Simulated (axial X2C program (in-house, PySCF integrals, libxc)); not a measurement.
# All-electron X2C curves of SeCl

Aim: find the lowest determinant of SeCl, scan the bond at several levels and fit the constants, once spin-free and once with spin–orbit coupling.

Method: all-electron X2C, Se dyall-cv3z, Cl dyall-av3z; program: an in-house X2C program for linear molecules on PySCF integrals.

All values are calculated.

**1. Set-up**

Input file task.json:

```json
{"zs": [34, 17], "q": 0, "bas": ["dyall-cv3z", "dyall-av3z"], "levels": ["PBE0", "HF", "PBEsol"], "cc": true, "r0": 2.15, "thr": -2.0, "nmax": 90, "npts": 10, "nst": 2, "ntry": 6}
```

Keys: zs atomic numbers; q charge; bas basis sets; levels methods (HF also brings MP2); cc coupled cluster on or off; r0 starting distance in Å; thr threshold in hartree for freezing inner shells (an s shell follows its p shell); nmax most natural virtual spinors; npts points asked for on the curve; nst determinants followed; ntry starts of the search.

Started as:

```sh
$ python so2c.py task.json out
```

Spin-free means the one-electron spin-free X2C Hamiltonian; two-component (2c) means X2C with spin–orbit coupling and atomic mean-field two-electron Coulomb and Gaunt terms. Basis: Se dyall-cv3z contracted to [8s9p6d4f1g], Cl dyall-av3z contracted to [9s8p3d2f]; Gaussian nuclei, density fitting. Masses: Se 79.917 u, Cl 34.969 u.

Notation: σ, π±, δ± give the projection m of an orbital's angular momentum (0, ±1, ±2), α and β its spin, Λ and M_S the sums; ω is the projection of a spinor's total angular momentum and Ω the sum. Logs are in hartree.

The results follow Hamiltonian by Hamiltonian and level by level.

**2. State search with PBE0**

Determinants are compared with PBE0 at 2.150 Å.

Spin-free determinants:

```json
{"ΔE (eV)": "0.00", "state": "M_S = 1/2, Λ = 1", "open shells": "beyond closed shells: π+α, π+β, π-α"}
{"ΔE (eV)": "1.97", "state": "M_S = 3/2, Λ = 0", "open shells": "beyond closed shells: σα, π+α, π-α"}
{"ΔE (eV)": "2.51", "state": "M_S = 1/2, Λ = 0", "open shells": "beyond closed shells: σβ, π+α, π-α"}
{"ΔE (eV)": "3.07", "state": "M_S = 1/2, Λ = 0", "open shells": "beyond closed shells: σα, π+β, π-α"}
{"ΔE (eV)": "3.07", "state": "M_S = 1/2, Λ = 2", "open shells": "beyond closed shells: σα, π+α, π+β"}
```

Two-component determinants:

| ΔE (eV) | state | open shells |
| --- | --- | --- |
| 0.00 | Ω = 3/2 | excess of +ω over −ω: ω = 3/2 |
| 0.23 | Ω = 1/2 | excess of +ω over −ω: ω = 1/2 |
| 2.63 | Ω = 1/2 | excess of +ω over −ω: 2 × ω = -1/2, ω = 3/2 |
| 2.97 | Ω = 1/2 | excess of +ω over −ω: ω = 1/2 |
| 3.19 | Ω = 5/2 | excess of +ω over −ω: 2 × ω = 1/2, ω = 3/2 |
| 5.45 | Ω = 7/2 | excess of +ω over −ω: ω = 1/2, 2 × ω = 3/2 |
| 5.93 | Ω = 5/2 | excess of +ω over −ω: ω = -1/2, 2 × ω = 3/2 |

**3. PBE0, spin-free**

State followed: M_S = 1/2, Λ = 1 (beyond closed shells: π+α, π+β, π-α). The scan is laid around 2.133 Å, a first estimate of the minimum, and this SCF restarts from the orbitals of the search.

Output at 2.133 Å:

```text
spin-free X2C-1e  PBE0
basis functions 164  fitting functions 897  grid points 5078
iter        total energy     max residual
   1      -2890.916133862     1.18e+00
   2      -2891.148785460     5.53e-03
   3      -2891.148866985     2.50e-03
   4      -2891.149021814     4.16e-04
   5      -2891.149022738     8.42e-05
   6      -2891.149023029     1.74e-05
   7      -2891.149023034     1.30e-05
   8      -2891.149023040     2.16e-06
   9      -2891.149023041     1.57e-06
converged
one-electron -4302.62796083  Coulomb 1384.67443109  exact exchange -28.62609119  xc functional -87.96575836  nuclear repulsion 143.39635626
```

Along the bond, energies from the lowest point:

```tsv
R (Å)	E (eV)	μ (D)	HOMO (eV)	LUMO (eV)	iterations
1.856	1.0194	0.24	-6.14	-4.01	11
1.941	0.4089	-0.06	-6.36	-4.22	11
2.005	0.1543	-0.28	-6.52	-4.36	11
2.069	0.0284	-0.51	-6.66	-4.50	11
2.133	0.0000	-0.73	-6.80	-4.62	9
2.208	0.0579	-0.99	-6.95	-4.76	11
2.282	0.1859	-1.24	-7.09	-4.88	11
2.378	0.4188	-1.55	-7.25	-5.02	12
2.496	0.7630	-1.91	-7.42	-5.17	13
2.666	1.3023	-2.34	-7.62	-5.33	13
```

Dipoles are positive if Cl is the positive end.

Outer orbitals at the reference distance:

```
symmetry  occupied  ε (eV)              atomic character
      σα       yes  -24.52   72% Cl s, 15% Se s, 6% Se p
      σβ       yes  -24.27   74% Cl s, 12% Se s, 6% Se p
      σα       yes  -19.51  60% Se s, 18% Cl s, 14% Cl p
      σβ       yes  -18.61  61% Se s, 16% Cl p, 15% Cl s
      σα       yes  -11.79   53% Cl p, 35% Se p, 6% Se s
      σβ       yes  -11.56   53% Cl p, 34% Se p, 8% Se s
     π-α       yes  -10.70            75% Cl p, 22% Se p
     π+α       yes  -10.70            75% Cl p, 22% Se p
     π+β       yes  -10.43            81% Cl p, 16% Se p
     π-β       yes  -10.13   85% Cl p, 12% Se p, 2% Se d
     π-α       yes   -7.60   70% Se p, 22% Cl p, 5% Cl d
     π+α       yes   -7.60   70% Se p, 22% Cl p, 5% Cl d
     π+β       yes   -6.80   75% Se p, 16% Cl p, 6% Cl d
     π-β        no   -4.62   78% Se p, 13% Cl p, 7% Cl d
      σα        no   -2.35  45% Se p, 25% Cl p, 11% Se d
      σβ        no   -2.06  46% Se p, 24% Cl p, 11% Se d
      σα        no    0.84    76% Cl s, 7% Cl p, 6% Cl d
```

PBE0 fields in the half plane through the axis: z from -2.4 to 4.5 Å across, distance from the axis 0.15 to 2.25 Å upwards; Se lies at z = 0 and Cl at z = 2.133 Å; the ELF is damped to zero where the density is low.

log10 density (e/bohr³). Ten even steps from ' ' (-5.06 ) to '@' (1.42 ):
```
  ....::::::----------::::::::::::::::::....    
  ..::::------------------------------::::....  
....::----==========================----::::..  
..::::--====++++++++++======++++++====----::....
..::----==++++++**++++++++++++++++++++==----::..
..::--====++**********++++**********++====--::..
::::--==++++**##%%##**********####****++==--::..
::::--==++**##%%@@%%********##@@%%****++==--::..
```

ELF. Ten even steps from '0' (0.00 ) to '9' (0.91 ):
```
000001233100000000000000
000024566410001222100000
000146788630013555310000
000257999851136887631000
000368999863368999752000
000368854454589999862000
000257325225784139863000
000255282815862864863000
```

Re = 2.123 Å, ωe = 456 cm⁻¹, ωexe = 1.44 cm⁻¹, Be = 0.1538 cm⁻¹, De = 2.77 eV, μ = -0.70 D.

**4. HF, spin-free**

Output at 2.133 Å:

```text
spin-free X2C-1e  HF
basis functions 164  fitting functions 897  grid points 5078
iter        total energy     max residual
   1      -2889.061538264     1.66e-01
   2      -2889.085616542     5.20e-03
   3      -2889.086785667     2.45e-03
   4      -2889.087034031     1.47e-03
   5      -2889.087145788     8.71e-04
   6      -2889.087202398     4.22e-04
   7      -2889.087208705     1.23e-04
   8      -2889.087210143     3.23e-05
   9      -2889.087210202     1.42e-05
  10      -2889.087210213     7.16e-06
  11      -2889.087210218     4.54e-06
  12      -2889.087210221     3.06e-06
  13      -2889.087210223     8.90e-07
converged
one-electron -4302.24820792  Coulomb 1384.37127730  exact exchange -114.60663586  xc functional 0.00000000  nuclear repulsion 143.39635626
```

No constants are quoted: the solution changes its character somewhere along the scan, so the fit is set aside.

**5. PBEsol, spin-free**

Output at 2.133 Å:

```text
spin-free X2C-1e  PBEsol
basis functions 164  fitting functions 897  grid points 5078
iter        total energy     max residual
   1      -2888.693553753     6.32e-02
   2      -2888.697755083     6.84e-03
   3      -2888.692589135     1.16e-02
   4      -2888.697957391     5.50e-03
   5      -2888.699136447     1.60e-04
   6      -2888.699137091     8.26e-05
   7      -2888.699137274     1.97e-05
   8      -2888.699137279     7.75e-06
   9      -2888.699137281     1.65e-06
converged
one-electron -4302.13672023  Coulomb 1384.10890573  exact exchange 0.00000000  xc functional -114.06767904  nuclear repulsion 143.39635626
```

Re = 2.129 Å, ωe = 447 cm⁻¹, ωexe = 1.45 cm⁻¹, Be = 0.1529 cm⁻¹, De = 3.37 eV, μ = -0.48 D.

**6. Correlated methods, spin-free**

Correlated methods: 13 electrons correlated (frozen shells, counted by type: Se 3 s, 2 p, 1 d; Cl 2 s, 1 p), 211 virtual spinors in MP2, 90 natural virtuals in coupled cluster.

Output of the correlated part at 2.133 Å:

```text
correlated 13  virtual 211  natural virtual 90  E(MP2) -0.327514653  MP2 remainder -0.012692135
iter   CCSD correlation   residual
   1     -0.336098159   1.12e-01
   2     -0.344673220   3.93e-02
   3     -0.346019115   1.57e-02
   4     -0.346077563   7.30e-03
   5     -0.346168160   3.51e-03
   6     -0.346178378   1.50e-03
   7     -0.346183463   4.50e-04
   8     -0.346185382   1.33e-04
   9     -0.346183981   3.93e-05
  10     -0.346184232   1.31e-05
  11     -0.346184171   3.99e-06
  12     -0.346184228   1.52e-06
  13     -0.346184232   6.18e-07
(T) -0.015073679  T1 0.0219  D1 0.0662  max T2 0.092
```

T1 in the output is the amplitude norm over the root of the electron number; divide by √2 for the Lee–Taylor value.

MP2: No constants are quoted: the reference changes its character somewhere along the scan, so the fit is set aside.

CCSD: No constants are quoted: the reference changes its character somewhere along the scan, so the fit is set aside.

CCSD(T): No constants are quoted: the reference changes its character somewhere along the scan, so the fit is set aside.

**7. A higher determinant, spin-free**

State: M_S = 3/2, Λ = 0 (beyond closed shells: σα, π+α, π-α).

Output at the reference distance:

```text
spin-free X2C-1e  PBE0
basis functions 164  fitting functions 897  grid points 5078
iter        total energy     max residual
   1      -2890.817254508     1.17e+00
   2      -2891.073461428     5.47e-03
   3      -2891.073554060     2.64e-03
   4      -2891.073756566     4.11e-04
   5      -2891.073757043     1.93e-04
   6      -2891.073757758     1.10e-04
   7      -2891.073758274     1.04e-05
   8      -2891.073758278     5.47e-06
   9      -2891.073758279     1.85e-06
converged
one-electron -4302.37639582  Coulomb 1384.54156667  exact exchange -28.63810810  xc functional -87.99717730  nuclear repulsion 143.39635626
```

```tsv
R (Å)	E above the lowest PBE0 point (eV)
1.856	4.526
1.941	3.454
2.005	2.855
2.069	2.394
2.133	2.048
2.208	1.761
2.282	1.574
2.378	1.446
2.496	1.412
```

No constants are quoted: the lowest point is the long end of the scan.

**8. The spin-free curves together**

Energy (eV) of the followed determinant, spin-free, from each level's lowest point:

```tsv
R (Å)	PBE0	HF (jumps)	MP2 (its reference jumps)	CCSD (its reference jumps)	CCSD(T) (its reference jumps)	PBEsol
1.856	1.019	1.118	1.073	n/a	n/a	1.036
1.941	0.409	0.466	0.440	0.486	0.501	0.424
2.005	0.154	0.187	0.173	0.203	0.214	0.166
2.069	0.028	0.042	0.037	0.052	0.057	0.035
2.133	0.000	0.000	0.000	0.000	0.000	0.000
2.208	0.058	0.047	0.049	0.033	0.026	0.049
2.282	0.186	0.169	0.172	0.138	0.124	0.168
2.378	0.419	0.395	0.434	0.346	0.323	0.388
2.496	0.763	0.663	1.038	n/a	n/a	0.717
2.666	1.302	0.892	1.720	n/a	n/a	1.236
```

**9. PBE0, 2c**

State followed: Ω = 3/2 (excess of +ω over −ω: ω = 3/2). The scan is laid around 2.133 Å, a first estimate of the minimum, and this SCF restarts from the orbitals of the search.

The SCF at the reference distance of 2.133 Å:

```text
two-component X2C + atomic mean field  PBE0
basis functions 164  fitting functions 897  grid points 5078
iter        total energy     max residual
   1      -2890.023213120     1.18e+00
   2      -2890.257013103     5.54e-03
   3      -2890.257094084     2.47e-03
   4      -2890.257247832     4.08e-04
   5      -2890.257248780     9.30e-05
   6      -2890.257249065     3.05e-05
   7      -2890.257249099     1.32e-05
   8      -2890.257249106     2.27e-06
   9      -2890.257249106     1.77e-06
converged
one-electron -4300.36323773  Coulomb 1384.23254730  exact exchange -28.61638492  xc functional -87.93561945  nuclear repulsion 143.39635626  atomic mean-field constant -0.97091058
```

Along the bond, energies from the lowest point:

```tsv
R (Å)	E (eV)	μ (D)	HOMO (eV)	LUMO (eV)	iterations
1.856	1.0346	0.21	-6.24	-3.89	11
1.941	0.4191	-0.09	-6.46	-4.10	11
2.005	0.1610	-0.31	-6.62	-4.24	11
2.069	0.0317	-0.54	-6.76	-4.37	11
2.133	0.0000	-0.77	-6.90	-4.50	9
2.208	0.0540	-1.03	-7.05	-4.63	11
2.282	0.1780	-1.29	-7.19	-4.76	11
2.378	0.4056	-1.61	-7.36	-4.90	12
2.496	0.7422	-1.98	-7.53	-5.05	13
2.666	1.2678	-2.48	-7.73	-5.21	14
```

Dipoles are positive if Cl is the positive end.

Outer spinors at the reference distance:

| ω | occupied | ε (eV) | atomic character | λ mixture |
| --- | --- | --- | --- | --- |
| 1/2 | yes | -24.50 | 72% Cl s, 15% Se s, 6% Se p | 100% σ |
| -1/2 | yes | -24.25 | 74% Cl s, 12% Se s, 6% Se p | 100% σ |
| 1/2 | yes | -19.50 | 60% Se s, 18% Cl s, 14% Cl p | 100% σ |
| -1/2 | yes | -18.60 | 61% Se s, 16% Cl p, 15% Cl s | 100% σ |
| 1/2 | yes | -11.77 | 53% Cl p, 35% Se p, 6% Se s | 100% σ |
| -1/2 | yes | -11.55 | 53% Cl p, 34% Se p, 8% Se s | 100% σ |
| -1/2 | yes | -10.74 | 74% Cl p, 22% Se p | 100% π |
| 3/2 | yes | -10.63 | 76% Cl p, 21% Se p | 100% π |
| 1/2 | yes | -10.46 | 80% Cl p, 16% Se p | 100% π |
| -3/2 | yes | -10.07 | 85% Cl p, 12% Se p, 2% Se d | 100% π |
| -1/2 | yes | -7.70 | 69% Se p, 23% Cl p, 5% Cl d | 100% π |
| 3/2 | yes | -7.47 | 70% Se p, 22% Cl p, 5% Cl d | 100% π |
| 1/2 | yes | -6.90 | 74% Se p, 17% Cl p, 6% Cl d | 100% π |
| -3/2 | no | -4.50 | 78% Se p, 13% Cl p, 7% Cl d | 100% π |
| 1/2 | no | -2.32 | 45% Se p, 25% Cl p, 11% Se d | 100% σ |
| -1/2 | no | -2.04 | 46% Se p, 24% Cl p, 11% Se d | 100% σ |
| 1/2 | no | 0.85 | 76% Cl s, 7% Cl p, 6% Cl d | 100% σ |

PBE0 fields in the half plane through the axis: z from -2.4 to 4.5 Å across, distance from the axis 0.15 to 2.25 Å upwards; Se lies at z = 0 and Cl at z = 2.133 Å; the ELF is damped to zero where the density is low.

log10 density (e/bohr³). Ten even steps from '0' (-5.05 ) to '9' (1.42 ):
```
011222333332222222221100
012233333333333333322110
112334444444444444332210
122344555544445554433211
123345556555555555543321
123445666665566666544321
223455678766666776654321
223456789866667986654321
```

ELF. Ten even steps from '0' (0.00 ) to '9' (0.91 ):
```
000001232100000000000000
000024566410001222100000
000146788630013555310000
000257999851136887631000
000368999863368999752000
000368854454589999862000
000257325225784139863000
000255282815862864863000
```

Re = 2.126 Å, ωe = 453 cm⁻¹, ωexe = 1.46 cm⁻¹, Be = 0.1534 cm⁻¹, De = 2.83 eV, μ = -0.75 D.

**10. HF, 2c**

Output at 2.133 Å:

```text
two-component X2C + atomic mean field  HF
basis functions 164  fitting functions 897  grid points 5078
iter        total energy     max residual
   1      -2888.170784407     1.66e-01
   2      -2888.194736350     5.10e-03
   3      -2888.195867039     2.44e-03
   4      -2888.196101248     1.42e-03
   5      -2888.196205495     8.34e-04
   6      -2888.196257851     4.09e-04
   7      -2888.196264100     1.19e-04
   8      -2888.196265755     3.91e-05
   9      -2888.196265951     3.34e-05
  10      -2888.196266073     2.70e-05
  11      -2888.196266195     1.62e-05
  12      -2888.196266244     6.30e-06
  13      -2888.196266249     2.86e-06
  14      -2888.196266251     1.50e-06
converged
one-electron -4299.98745815  Coulomb 1383.93300127  exact exchange -114.56725506  xc functional 0.00000000  nuclear repulsion 143.39635626  atomic mean-field constant -0.97091058
```

No constants are quoted: the solution changes its character somewhere along the scan, so the fit is set aside.

**11. PBEsol, 2c**

Output at 2.133 Å:

```text
two-component X2C + atomic mean field  PBEsol
basis functions 164  fitting functions 897  grid points 5078
iter        total energy     max residual
   1      -2887.802101942     6.34e-02
   2      -2887.806345707     6.88e-03
   3      -2887.801638089     1.12e-02
   4      -2887.806525426     5.34e-03
   5      -2887.807659761     1.54e-04
   6      -2887.807660373     8.07e-05
   7      -2887.807660538     1.91e-05
   8      -2887.807660543     7.62e-06
   9      -2887.807660545     1.57e-06
converged
one-electron -4299.86976678  Coulomb 1383.66484175  exact exchange 0.00000000  xc functional -114.02818120  nuclear repulsion 143.39635626  atomic mean-field constant -0.97091058
```

Re = 2.132 Å, ωe = 444 cm⁻¹, ωexe = 1.48 cm⁻¹, Be = 0.1525 cm⁻¹, De = 3.41 eV, μ = -0.53 D.

**12. Correlated methods, 2c**

Correlated methods: 13 electrons correlated (frozen shells, counted by type: Se 3 s, 2 p, 1 d; Cl 2 s, 1 p), 211 virtual spinors in MP2, 90 natural virtuals in coupled cluster.

Output of the correlated part at 2.133 Å:

```text
correlated 13  virtual 211  natural virtual 90  E(MP2) -0.327280169  MP2 remainder -0.012680288
iter   CCSD correlation   residual
   1     -0.335890951   1.11e-01
   2     -0.344442549   3.90e-02
   3     -0.345759145   1.54e-02
   4     -0.345814757   7.12e-03
   5     -0.345901669   3.41e-03
   6     -0.345911259   1.47e-03
   7     -0.345916247   4.54e-04
   8     -0.345918113   1.55e-04
   9     -0.345916511   7.06e-05
  10     -0.345916859   4.30e-05
  11     -0.345916765   2.39e-05
  12     -0.345917037   9.71e-06
  13     -0.345917032   3.64e-06
(T) -0.015019503  T1 0.0215  D1 0.0642  max T2 0.086
```

MP2: No constants are quoted: the reference changes its character somewhere along the scan, so the fit is set aside.

CCSD: No constants are quoted: the reference changes its character somewhere along the scan, so the fit is set aside.

CCSD(T): No constants are quoted: the reference changes its character somewhere along the scan, so the fit is set aside.

**13. A higher determinant, 2c**

State: Ω = 1/2 (excess of +ω over −ω: ω = 1/2).

Output at the reference distance:

```text
two-component X2C + atomic mean field  PBE0
basis functions 164  fitting functions 897  grid points 5078
iter        total energy     max residual
   1      -2890.014799245     1.18e+00
   2      -2890.248571101     5.53e-03
   3      -2890.248651988     2.47e-03
   4      -2890.248806202     4.09e-04
   5      -2890.248807153     9.44e-05
   6      -2890.248807438     3.26e-05
   7      -2890.248807478     1.35e-05
   8      -2890.248807485     2.35e-06
   9      -2890.248807485     1.79e-06
converged
one-electron -4300.25960095  Coulomb 1384.13369124  exact exchange -28.61535726  xc functional -87.93298620  nuclear repulsion 143.39635626  atomic mean-field constant -0.97091058
```

```tsv
R (Å)	E above the lowest PBE0 point (eV)
1.856	1.250
1.941	0.639
2.005	0.385
2.069	0.258
2.133	0.230
2.208	0.287
2.282	0.415
2.378	0.647
2.496	0.990
```

Re = 2.123 Å, ωe = 455 cm⁻¹, ωexe = 1.44 cm⁻¹, Be = 0.1537 cm⁻¹, μ = -0.67 D. Te = 0.23 eV.

**14. The 2c curves together**

Energy (eV) of the followed determinant, 2c, from each level's lowest point:

```tsv
R (Å)	PBE0	HF (jumps)	MP2 (its reference jumps)	CCSD (its reference jumps)	CCSD(T) (its reference jumps)	PBEsol
1.856	1.035	1.132	1.087	n/a	n/a	1.050
1.941	0.419	0.475	0.450	0.495	0.510	0.434
2.005	0.161	0.193	0.180	0.209	0.219	0.172
2.069	0.032	0.045	0.040	0.054	0.060	0.038
2.133	0.000	0.000	0.000	0.000	0.000	0.000
2.208	0.054	0.043	0.046	0.030	0.023	0.045
2.282	0.178	0.162	0.165	0.133	0.118	0.160
2.378	0.406	0.384	0.409	0.336	0.312	0.375
2.496	0.742	0.655	1.019	n/a	n/a	0.696
2.666	1.268	0.884	1.707	n/a	n/a	1.198
```

The whole job took 2.8 min on 1 thread of Arm Neoverse V1, shared host; peak memory 0.78 GiB.

**15. Results**

Lowest determinant that the search found at its distance, spin-free: M_S = 1/2, Λ = 1 (beyond closed shells: π+α, π+β, π-α).

Lowest determinant that the search found at its distance, 2c: Ω = 3/2 (excess of +ω over −ω: ω = 3/2).

```
Hamiltonian   level  Re (Å)  ωe (cm⁻¹)  De (eV)  μ (D)
  spin-free    PBE0   2.123        456     2.77  -0.70
  spin-free  PBEsol   2.129        447     3.37  -0.48
         2c    PBE0   2.126        453     2.83  -0.75
         2c  PBEsol   2.132        444     3.41  -0.53
```

Dipoles are positive if Cl is the positive end. No constants: spin-free HF (the solution changes its character somewhere along the scan, so the fit is set aside); spin-free MP2 (the reference changes its character somewhere along the scan, so the fit is set aside); spin-free CCSD (the reference changes its character somewhere along the scan, so the fit is set aside); spin-free CCSD(T) (the reference changes its character somewhere along the scan, so the fit is set aside); 2c HF (the solution changes its character somewhere along the scan, so the fit is set aside); 2c MP2 (the reference changes its character somewhere along the scan, so the fit is set aside); 2c CCSD (the reference changes its character somewhere along the scan, so the fit is set aside); 2c CCSD(T) (the reference changes its character somewhere along the scan, so the fit is set aside).

Time per point (s) on 1 thread of Arm Neoverse V1, shared host (2c runs); the times are rough: PBE0 0.58, PBEsol 0.27.

**Reading.** At PBE0, going from spin-free to two-component changes Re by +3 mÅ, ωe by -0.6 %, which is small (part of it comes from the scalar share of the two-electron terms). De moves by +0.05 eV; both De rest on single-determinant atoms, which can miss part of an open shell's spin–orbit lowering.

De refers to Se + Cl, each in the lowest determinant found, which need not be this curve's own limit. The state is a single determinant with fixed occupations, the lowest that a limited PBE0 search found. Dissociation energies refer to the lowest single-determinant-based atoms at the same level and basis. Density functionals use the spin component along the axis (collinear).
